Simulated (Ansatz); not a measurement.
# Cl2I2Ti: the cost of one run

Program: Ansatz 0.2.0, Gaussian basis. Level of theory: the settings change from run to run. These are calculated values, not measurements.

**1. The relaxed structure**

The geometry comes from an earlier relaxation with PBE0-D4 in a triple-zeta def2 set; it is a stationary point. I takes a core potential in def2 sets; no spin-orbit term is included.

SMILES `[Cl][Ti]([Cl])([I])[I]`, 5 atoms, charge 0, spin multiplicity 1.

Atoms are counted from 1 here; the program's logs count them from 0.

Bond lengths: Cl1–Ti2 2.161 Å, Ti2–Cl3 2.161 Å, Ti2–I4 2.529 Å, Ti2–I5 2.529 Å. Angles: Cl1–Ti2–Cl3 110.4°, Cl1–Ti2–I4 109.4°, Cl1–Ti2–I5 109.4°, Cl3–Ti2–I4 109.4°, Cl3–Ti2–I5 109.4°, I4–Ti2–I5 108.7°.

**2. CCSD(T)/STO-3G**

Options: multiplicity 3.

File in.yaml:

```yaml
crystal:
  periodic: [false, false, false]
  atoms:
    - {symbol: Cl, position_ang: [-0.491919, -0.395715, 2.117572]}
    - {symbol: Ti, position_ang: [0.056314, -0.073280, 0.052300]}
    - {symbol: Cl, position_ang: [1.793346, -1.252403, -0.459806]}
    - {symbol: I, position_ang: [-1.875509, -0.729536, -1.442446]}
    - {symbol: I, position_ang: [0.567568, 2.377234, -0.308920]}
basis:
  gaussian: {orbitals: STO-3G}
magnetization: {spin_polarized: true, initial_magnetization: 2}
hamiltonian: {xc: {name: HF}}
correlation: {method: ccsd_t}
```

On the command line:

```console
$ ansatz run in.yaml --threads 4 --pin off --events-out ev --progress --plain --max-ram 11315MiB
```

**Question.** How long does this run take on 4 threads of Intel Xeon Platinum 8259CL at 2.50GHz, shared host, and how much memory does it need?

About 2.9 min, with a peak of 0.59 GiB.
